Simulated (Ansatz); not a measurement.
**H5N2OSTa: one species, many methods**

An exercise on one series of results from a longer session: the logs are not shown, and one member is left open.

Program: Ansatz 0.2.0, Gaussian basis. Level of theory: functionals in def2-TZVPP, the program's frozen cores in correlated methods. These are calculated values, not measurements.

Levels to be run: LDA (SPW92), PBE-D4, revPBE-D4, BLYP-D4, r2SCAN-D4, B97M-V, PBE0-D4, B3LYP-D4, r2SCANh-D4, r2SCAN0-D4, HSE06-D4, BHLYP-D4, CAM-B3LYP-D4, LC-ωPBE, ωB97X-V, ωB97M-V, B2PLYP, PBE-QIDH; CCSD(T)/def2-SVP; CCSD(T)/def2-TZVPP; MP2/def2-QZVPP; extrapolation to the limit; RPA on PBE.

### The geometry

All runs share one geometry, relaxed beforehand with PBE0-D4 in a triple-zeta def2 set. Ta takes the def2 core potential; no spin-orbit term is included.

SMILES `[NH2][Ta]([NH2])([OH])=[S]`, 10 atoms, charge 0, spin multiplicity 1.

Atoms are counted from 1 here; the program's logs count them from 0.

Bond lengths: N1–Ta2 1.975 Å, N1–H6 1.009 Å, N1–H7 1.010 Å, Ta2–N3 1.975 Å, Ta2–O4 1.903 Å, Ta2–S5 2.169 Å, N3–H8 1.010 Å, N3–H9 1.009 Å, O4–H10 0.957 Å. Angles: Ta2–N1–H6 124.6°, Ta2–N1–H7 125.0°, H6–N1–H7 110.4°, N1–Ta2–N3 111.3°, N1–Ta2–O4 107.5°, N1–Ta2–S5 108.1°, N3–Ta2–O4 107.6°, N3–Ta2–S5 108.1°, O4–Ta2–S5 114.4°, Ta2–N3–H8 125.0°, Ta2–N3–H9 124.6°, H8–N3–H9 110.4°, Ta2–O4–H10 132.0°.

Geometry (Å):

```xyz
10
charge 0, multiplicity 1
N    -1.58351    0.75251   -0.32043
Ta    0.30692    0.28371    0.00474
N     0.46294   -1.38223    1.05341
O     1.12061   -0.02484   -1.68726
S     1.20930    1.88732    1.15246
H    -2.04468    1.56679    0.05599
H    -2.23303    0.19725   -0.85885
H     0.15023   -2.29179    0.74519
H     0.83794   -1.43737    1.98815
H     1.85648    0.39755   -2.13041
```

Set-up of the first run:

File in.yaml:

```yaml
crystal:
  periodic: [false, false, false]
  atoms:
    - {symbol: N, position_ang: [-1.583507, 0.752511, -0.320425]}
    - {symbol: Ta, position_ang: [0.306921, 0.283706, 0.004743]}
    - {symbol: N, position_ang: [0.462937, -1.382228, 1.053414]}
    - {symbol: O, position_ang: [1.120608, -0.024845, -1.687262]}
    - {symbol: S, position_ang: [1.209300, 1.887316, 1.152456]}
    - {symbol: H, position_ang: [-2.044683, 1.566791, 0.055989]}
    - {symbol: H, position_ang: [-2.233025, 0.197252, -0.858849]}
    - {symbol: H, position_ang: [0.150233, -2.291792, 0.745189]}
    - {symbol: H, position_ang: [0.837939, -1.437365, 1.988155]}
    - {symbol: H, position_ang: [1.856476, 0.397554, -2.130410]}
basis:
  gaussian: {orbitals: def2-TZVPP}
hamiltonian: {xc: lda}
output: {orbitals: {seedname: orbitals}}
```

Run with:

```sh
$ ansatz run in.yaml --threads 2 --pin off --events-out ev --progress --plain --max-ram 32768MiB --backend cpu
```

Steps of the session up to this table: LDA; PBE-D4 (GGA); revPBE-D4 (GGA); BLYP-D4 (GGA); r2SCAN-D4 (meta-GGA); B97M-V (meta-GGA); PBE0-D4 (hybrid); B3LYP-D4 (hybrid); r2SCANh-D4 (hybrid); r2SCAN0-D4 (hybrid); HSE06-D4 (hybrid); BHLYP-D4 (hybrid); CAM-B3LYP-D4 (range-separated); LC-ωPBE (range-separated); ωB97X-V (range-separated); ωB97M-V (range-separated); B2PLYP (double hybrid); PBE-QIDH (double hybrid).

One of the session's tables, all rows but one given; the rest of the session is left out.

It belongs to the step «Frontier levels by functional». 

| functional | HOMO (eV) | gap (eV) |
| --- | --- | --- |
| LDA (SPW92) | -6.25 | 4.35 |
| PBE-D4 | -6.07 | 4.36 |
| revPBE-D4 | -6.00 | 4.37 |
| BLYP-D4 | -5.90 | 4.33 |
| r2SCAN-D4 | -6.35 | 4.79 |
| B97M-V | -6.37 | 4.91 |
| PBE0-D4 | ? | ? |
| B3LYP-D4 | -6.99 | 5.90 |
| r2SCANh-D4 | -6.78 | 5.52 |
| r2SCAN0-D4 | -7.42 | 6.62 |
| HSE06-D4 | -6.84 | 5.57 |
| BHLYP-D4 | -8.21 | 8.31 |
| CAM-B3LYP-D4 | -8.49 | 8.71 |
| LC-ωPBE | -9.84 | 11.16 |
| ωB97X-V | -9.51 | 10.76 |
| ωB97M-V | -9.37 | 10.56 |

Q: Estimate the row for PBE0-D4 from the others.

**Answer.** HOMO (eV): -7.24; gap (eV): 6.34. In the column «HOMO (eV)» it lies between r2SCAN0-D4 (-7.42) and B3LYP-D4 (-6.99).
